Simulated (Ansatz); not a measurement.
**C3H7Al: basis-set convergence**

An exercise on one series of results from a longer session: the logs are not shown, and one member is left open.

Method: one geometry, several basis sets; program: Ansatz 0.2.0, Gaussian basis.

The runs, in order: PBE0-D4/def2-SVP; ωB97M-V/def2-SVP; PBE0-D4/def2-QZVPP; ωB97M-V/def2-QZVPP; the functionals' def2-TZVPP values are taken from earlier runs.

**Structure used throughout**

The geometry comes from an earlier relaxation with PBE0-D4 in a triple-zeta def2 set; it is a stationary point, not always the lowest conformer.

11 atoms, charge 0, spin multiplicity 1.

Atoms are counted from 1 here; the program's logs count them from 0.

Bond lengths: C1–C2 1.490 Å, C1–H5 1.095 Å, C1–H6 1.095 Å, C1–H7 1.091 Å, C2–C3 1.340 Å, C2–H8 1.092 Å, C3–Al4 1.929 Å, C3–H9 1.092 Å, Al4–H10 1.590 Å, Al4–H11 1.589 Å. Angles: C2–C1–H5 110.7°, C2–C1–H6 110.7°, C2–C1–H7 111.6°, H5–C1–H6 106.3°, H5–C1–H7 108.7°, H6–C1–H7 108.7°, C1–C2–C3 126.3°, C1–C2–H8 114.8°, C3–C2–H8 118.9°, C2–C3–Al4 119.8°, C2–C3–H9 116.3°, Al4–C3–H9 123.9°, C3–Al4–H10 117.1°, C3–Al4–H11 122.2°, H10–Al4–H11 120.7°.

The first run:

File in.yaml:

```yaml
crystal:
  periodic: [false, false, false]
  atoms:
    - {symbol: C, position_ang: [-0.581483, 1.798575, 0.173245]}
    - {symbol: C, position_ang: [-0.422453, 0.333416, -0.044181]}
    - {symbol: C, position_ang: [0.705261, -0.374242, 0.110959]}
    - {symbol: Al, position_ang: [0.698962, -2.273722, -0.225200]}
    - {symbol: H, position_ang: [-1.344901, 1.996790, 0.932981]}
    - {symbol: H, position_ang: [-0.924658, 2.290840, -0.742863]}
    - {symbol: H, position_ang: [0.354455, 2.262167, 0.489137]}
    - {symbol: H, position_ang: [-1.331083, -0.184065, -0.360014]}
    - {symbol: H, position_ang: [1.587966, 0.184856, 0.427652]}
    - {symbol: H, position_ang: [-0.679478, -2.924413, -0.678040]}
    - {symbol: H, position_ang: [2.002712, -3.167202, -0.063074]}
basis:
  gaussian: {orbitals: def2-SVP}
hamiltonian: {xc: pbe0, dispersion: d4}
output: {orbitals: {seedname: orbitals}}
```

Started as:

```
$ ansatz run in.yaml --threads 2 --pin off --events-out ev --progress --plain --max-ram 4352MiB
```

Steps of the session up to this table: PBE0-D4 in def2-SVP; ωB97M-V in def2-SVP; PBE0-D4 in def2-QZVPP; ωB97M-V in def2-QZVPP.

One table of the session follows, with a row left open; its other results are not shown here.

It belongs to the step «Functionals by basis». 

| functional | basis | HOMO (eV) | LUMO (eV) |
| --- | --- | --- | --- |
| PBE0-D4 | def2-SVP | -7.63 | -1.44 |
| PBE0-D4 | def2-TZVPP | -7.66 | -1.47 |
| PBE0-D4 | def2-QZVPP | ? | ? |
| ωB97M-V | def2-SVP | -9.81 | 0.31 |
| ωB97M-V | def2-TZVPP | -9.86 | 0.21 |
| ωB97M-V | def2-QZVPP | -9.86 | 0.06 |

**Question.** Estimate the row for PBE0-D4, def2-QZVPP.

As computed: HOMO (eV): -7.66; LUMO (eV): -1.49.
